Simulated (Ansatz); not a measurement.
# CH₃ClIn radical: how energies converge with the basis set

The task here is to estimate one member of a computed series from the others.

The runs use Ansatz 0.2.0, Gaussian basis; one geometry, several basis sets.

Levels to be run: PBE0-D4/def2-SVP; ωB97M-V/def2-SVP; PBE0-D4/def2-QZVPP; ωB97M-V/def2-QZVPP; the functionals' def2-TZVPP values are taken from earlier runs.

### Structure used throughout

An earlier PBE0-D4 in a triple-zeta def2 set relaxation fixed the geometry. In takes the def2 core potential; no spin-orbit term is included.

SMILES `[CH3][In][Cl]`, 6 atoms, charge 0, spin multiplicity 2.

Atoms are counted from 1 here; the program's logs count them from 0.

Bond lengths: C1–In2 2.214 Å, C1–H4 1.090 Å, C1–H5 1.087 Å, C1–H6 1.090 Å, In2–Cl3 2.383 Å. Angles: In2–C1–H4 106.0°, In2–C1–H5 110.5°, In2–C1–H6 106.1°, H4–C1–H5 111.6°, H4–C1–H6 110.7°, H5–C1–H6 111.6°, C1–In2–Cl3 112.2°.

Geometry (Å):

```xyz
6
CH3ClIn
C     0.74054   -0.19507   -0.31639
In   -1.03160    1.11685   -0.12009
Cl   -2.64926    0.22387    1.38447
H     0.36601   -1.15633   -0.66892
H     1.45728    0.23513   -1.01133
H     1.15902   -0.28844    0.68597
```

Set-up of the first run:

in.yaml reads:

```yaml
crystal:
  periodic: [false, false, false]
  atoms:
    - {symbol: C, position_ang: [0.740540, -0.195075, -0.316395]}
    - {symbol: In, position_ang: [-1.031595, 1.116846, -0.120094]}
    - {symbol: Cl, position_ang: [-2.649261, 0.223869, 1.384475]}
    - {symbol: H, position_ang: [0.366008, -1.156333, -0.668921]}
    - {symbol: H, position_ang: [1.457285, 0.235128, -1.011331]}
    - {symbol: H, position_ang: [1.159022, -0.288436, 0.685966]}
basis:
  gaussian: {orbitals: def2-SVP}
magnetization: {spin_polarized: true, initial_magnetization: 1}
hamiltonian: {xc: pbe0, dispersion: d4}
output: {orbitals: {seedname: orbitals}}
```

Among the steps run: PBE0-D4 in def2-SVP; ωB97M-V in def2-SVP; PBE0-D4 in def2-QZVPP; ωB97M-V in def2-QZVPP.

One of the session's tables, all rows but one given; the rest of the session is left out.

It belongs to the step «Functionals by basis». 

```
functional       basis  HOMO (eV)  LUMO (eV)
   PBE0-D4    def2-SVP      -5.89      -3.12
   PBE0-D4  def2-TZVPP      -6.00      -3.22
   PBE0-D4  def2-QZVPP      -6.02      -3.26
   ωB97M-V    def2-SVP          ?          ?
   ωB97M-V  def2-TZVPP      -7.98      -1.63
   ωB97M-V  def2-QZVPP      -8.00      -1.71
```

Estimate the missing values for ωB97M-V, def2-SVP.

As computed: HOMO (eV): -7.84; LUMO (eV): -1.48. In the column «HOMO (eV)» it lies between ωB97M-V, def2-TZVPP (-7.98) and PBE0-D4, def2-QZVPP (-6.02).
